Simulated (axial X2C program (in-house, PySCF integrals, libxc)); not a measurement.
# A two-component session on Se₂⁺: EOM-IP-CCSD levels

Aim: EOM-IP-CCSD levels of Se₂⁺, with spin–orbit coupling in the Hamiltonian from the start.

The runs use an in-house X2C program for linear molecules on PySCF integrals; two-component X2C with atomic mean-field terms, Se dyall-cv3z.

All values are calculated.

## 1. The job

task.json

```json
{"zs": [34, 34], "q": 1, "bas": ["dyall-cv3z", "dyall-cv3z"], "r0": 2.14, "eom": "ip", "rq": 0, "thr": -2.0, "nmax": 95, "grid": [1, 0.96, 1.045, 0.92, 1.09, 1.15]}
```

Keys: zs atomic numbers; q charge; bas basis sets; r0 starting distance in Å; eom kind of EOM run; thr threshold in hartree for freezing inner shells (an s shell follows its p shell); nmax most natural virtual spinors; grid distances as factors.

Run with:

```bash
> python soeom.py task.json out
```

Further steps of the session: EOM-IP-CCSD at 2.165 Å.

**Question.** What will these runs give? Wanted: next root led by one particle; T1 of the reference; lowest state, Re and ωe.

**Answer**, as computed:

```
                     quantity                             value
       lowest root at 2.165 Å                 Ω = 1/2, 8.547 eV
next root led by one particle  Ω = 3/2, about 18550 cm⁻¹ higher
          T1 of the reference                             0.012
      lowest state, Re and ωe                 2.109 Å, 432 cm⁻¹
```

In words: Removing an electron from the reference determinant of Se₂ costs 8.55 eV and empties a spinor of 94% Se pπ. The closed-shell reference lies 0.37 eV above the lowest determinant found, so these energies count from an excited configuration. Errors of 0.1 to 0.3 eV are usual at this size, and roots led by higher excitations are left out, so the list is incomplete, and low states of that kind can be missing. g and u states are not told apart. The bond is 0.069 Å shorter than in the closed-shell reference at CCSD (2.177 Å).
